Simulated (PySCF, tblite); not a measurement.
# C3H14OSi3: infrared bands and NMR shifts

Aim: predict the infrared bands and NMR shifts of C3H14OSi3 (`C[Si](C)(C)O[SiH2][SiH3]`).

Computed with tblite 0.8.0 and PySCF 2.14.0, with density-fitted response routines of our own, on a single molecule in the gas phase. Atoms count from 0, in the outputs and in this text.

### 1 The starting structure

21 atoms, charge 0, multiplicity 1; geometry from: GFN2-xTB.

Bonds of the start (Å): C0–Si1 1.90, Si1–C2 1.90, Si1–C3 1.90, Si1–O4 1.63, O4–Si5 1.62, Si5–Si6 2.30, C0–H7 1.09, C0–H8 1.09, C0–H9 1.09, C2–H10 1.09, C2–H11 1.09, C2–H12 1.09, C3–H13 1.09, C3–H14 1.09, C3–H15 1.09, Si5–H16 1.47, Si5–H17 1.47, Si6–H18 1.47, Si6–H19 1.47, Si6–H20 1.47.

### 2 Harmonic vibrations with GFN2-xTB

What the job is given:

```
{"job": {"kind": "ir", "xc": "GFN2-xTB", "basis": "xTB"}, "charge": 0, "multiplicity": 1}
C     -0.405094    -1.531776    -1.342724
Si    -1.022060    -0.108763    -0.238296
C     -2.281769    -0.739849     1.041654
C     -1.734761     1.312944    -1.281382
O      0.256453     0.508602     0.565209
Si     1.609022     0.606650     1.459004
Si     3.316402    -0.480870     0.363676
H      0.364823    -1.190468    -2.028722
H      0.019982    -2.337000    -0.750605
H     -1.210981    -1.952085    -1.935786
H     -3.161578    -1.158688     0.563534
H     -2.612434     0.062193     1.694903
H     -1.850073    -1.513190     1.670270
H     -2.025717     2.152144    -0.656990
H     -1.007114     1.676925    -2.000531
H     -2.612707     0.992532    -1.833233
H      1.272898     0.043486     2.776233
H      1.788793     2.054378     1.625976
H      3.775763     0.199466    -0.855124
H      3.008072    -1.854304    -0.059394
H      4.503160    -0.590640     1.221858
```

**Question.** This job is followed by: GIAO PBE0/pcSseg-1 NMR shielding, non-relativistic, gas phase. What will the session give for the following? strongest single infrared mode (GFN2-xTB); zero-point energy (GFN2-xTB); 13C shifts against TMS (PBE0/pcSseg-1, means over atoms taken as alike); 1H shifts against TMS (PBE0/pcSseg-1, means over atoms taken as alike); 29Si shifts against TMS (PBE0/pcSseg-1); 17O shifts against H2O (PBE0/pcSseg-1).

As calculated:

```
                                                               quantity                    value
                              strongest single infrared mode (GFN2-xTB)     724 cm⁻¹, 905 km/mol
                                           zero-point energy (GFN2-xTB)            97.1 kcal/mol
13C shifts against TMS (PBE0/pcSseg-1, means over atoms taken as alike)                  2.3 ppm
 1H shifts against TMS (PBE0/pcSseg-1, means over atoms taken as alike)     5.69, 3.38, 0.08 ppm
                                29Si shifts against TMS (PBE0/pcSseg-1)  10.2, -32.4, -122.0 ppm
                                 17O shifts against H2O (PBE0/pcSseg-1)                 32.4 ppm
```

What this shows: The lowest mode is slightly imaginary (16i cm⁻¹), a soft motion within the noise of the Hessian, so the minimum is not strictly shown. The strongest single mode, at 724 cm⁻¹, is carried by H17, H16, Si5. Unscaled tight-binding wavenumbers are off by several per cent, some by more. Its intensities can rank the bands wrongly. At PBE0/pcSseg-1: The widest tensor belongs to Si5: span 151 ppm, with a paramagnetic part of -500 ppm.
